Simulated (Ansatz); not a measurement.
# RuB2: the cost of one run

Computed with Ansatz 0.2.0 (DFT PBEsol, scalar-relativistic, plane waves, PAW, unless a step's input says otherwise).

2 further runs of the same task are left out: 2 that didn't finish.

### 1 The structure to begin with

Symmetry: I4/mmm, No. 139, tetragonal system. The conventional cell has a = 2.724 Å, b = 2.724 Å, c = 6.812 Å, α = 90.00°, β = 90.00°, γ = 90.00°. Around Ru (site symmetry 4/mmm) lie 10 B at 2.20 to 2.27 Å. B (site symmetry 4mm) has 5 B at 2.17 to 2.40 Å and 5 Ru at 2.20 to 2.27 Å as nearest neighbours.

As a file:

```cif
data_structure
_symmetry_space_group_name_H-M 'P 1'
_symmetry_Int_Tables_number 1
_cell_length_a 3.9128
_cell_length_b 3.9128
_cell_length_c 3.9128
_cell_angle_alpha 139.255
_cell_angle_beta 139.255
_cell_angle_gamma 58.986
_cell_volume 25.28
loop_
_atom_site_label
_atom_site_type_symbol
_atom_site_fract_x
_atom_site_fract_y
_atom_site_fract_z
_atom_site_occupancy
Ru1 Ru 0.00000 0.00000 0.00000 1
B1 B 0.32364 0.32364 0.00000 1
B2 B 0.67636 0.67636 0.00000 1
```

This cell comes from an earlier session at PBEsol: 8.426 Å³/atom at -0.02 GPa, on a 16×16×16 mesh.

Volume factors to run: 0.980, 1.020, 0.960, 1.040.

### 2 At 0.980 of the relaxed volume

File input.yaml:

```yaml
crystal:
  lattice:
    - [-1.3530033264, 1.3530033264, 3.3829323629]
    - [1.3530033264, -1.3530033264, 3.3829323629]
    - [1.3530033264, 1.3530033264, -3.3829323629]
  atoms:
    - { symbol: Ru, position: [0.0, 0.0, 0.0] }
    - { symbol: B, position: [0.3236448641, 0.3236448641, 0.0] }
    - { symbol: B, position: [0.6763551359, 0.6763551359, 0.0] }
basis:
  ecutwfc: 420
  ecutrho_ratio: 4
kpoints:
  mp_grid: { grid: [16, 16, 16] }
hamiltonian:
  xc: pbesol
scf:
  occupations: { method: gaussian, width: 0.05 }
output:
  forces: true
  stress: true
  eigenvalues: true
relax:
  f_tol: 0.01
  max_steps: 40
  cell: { stress_tol: 0.1, fix: [volume] }
```

Command:

```bash
$ ansatz run input.yaml --threads 4 --pin off --max-ram 4096MiB --backend cpu --events-out ev --progress --plain --runs-dir out
```

Q: Estimate wall time and peak memory on 4 threads of Arm Neoverse N1, shared host.

About 17 s, with a peak of 0.43 GiB.
